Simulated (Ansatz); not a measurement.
# KRu: the cost of one run

Program: Ansatz 0.2.0. Level of theory: DFT PBE, scalar-relativistic, plane waves, PAW. These are calculated values, not measurements.

### 1 Starting point

It takes space group P4/mmm (No. 123, tetragonal). The conventional cell has a = 3.409 Å, b = 3.409 Å, c = 4.468 Å, α = 90.00°, β = 90.00°, γ = 90.00°. K (site symmetry 4/mmm) is surrounded by 8 Ru at 3.29 Å and 4 K at 3.41 Å. Ru (site symmetry 4/mmm) is surrounded by 8 K at 3.29 Å and 4 Ru at 3.41 Å.

Structure file:

```cif
data_structure
_symmetry_space_group_name_H-M 'P4/mmm'
_symmetry_Int_Tables_number 123
_cell_length_a 3.4090
_cell_length_b 3.4090
_cell_length_c 4.4682
_cell_angle_alpha 90.000
_cell_angle_beta 90.000
_cell_angle_gamma 90.000
_cell_volume 51.92
loop_
_atom_site_label
_atom_site_type_symbol
_atom_site_symmetry_multiplicity
_atom_site_Wyckoff_symbol
_atom_site_fract_x
_atom_site_fract_y
_atom_site_fract_z
_atom_site_occupancy
K1 K 1 d 0.50000 0.50000 0.50000 1
Ru1 Ru 1 a 0.00000 0.00000 0.00000 1
```

This is candidate A: CuAu (L1_0) type (P4/mmm, No. 123).

(A quick probe on a coarse mesh, which set the mesh and smearing, is not shown.)

### 3 Relaxing cell and atoms (candidate A)

input.yaml reads:

```yaml
crystal:
  lattice:
    - [3.4089629058, 0.0, 0.0]
    - [0.0, 3.4089629058, 0.0]
    - [0.0, 0.0, 4.4681763801]
  atoms:
    - { symbol: K, position: [0.5, 0.5, 0.5] }
    - { symbol: Ru, position: [0.0, 0.0, 0.0] }
basis:
  ecutwfc: 420
kpoints:
  mp_grid: { grid: [16, 16, 12] }
hamiltonian:
  xc: pbe
scf:
  occupations: { method: gaussian, width: 0.1 }
output:
  forces: true
  stress: true
  eigenvalues: true
relax:
  adjacent_minimum: "off"
  f_tol: 0.01
  max_steps: 80
  cell: { stress_tol: 0.05 }
```

The run is started by

```sh
$ ansatz run input.yaml --threads 1 --pin off --max-ram 2560MiB --backend cpu --events-out ev --progress --plain --runs-dir out
```

**Question.** How long does this run take on 1 thread of Arm Neoverse V2, shared host, and how much memory does it need?

About 2.3 min, with a peak of 0.56 GiB.
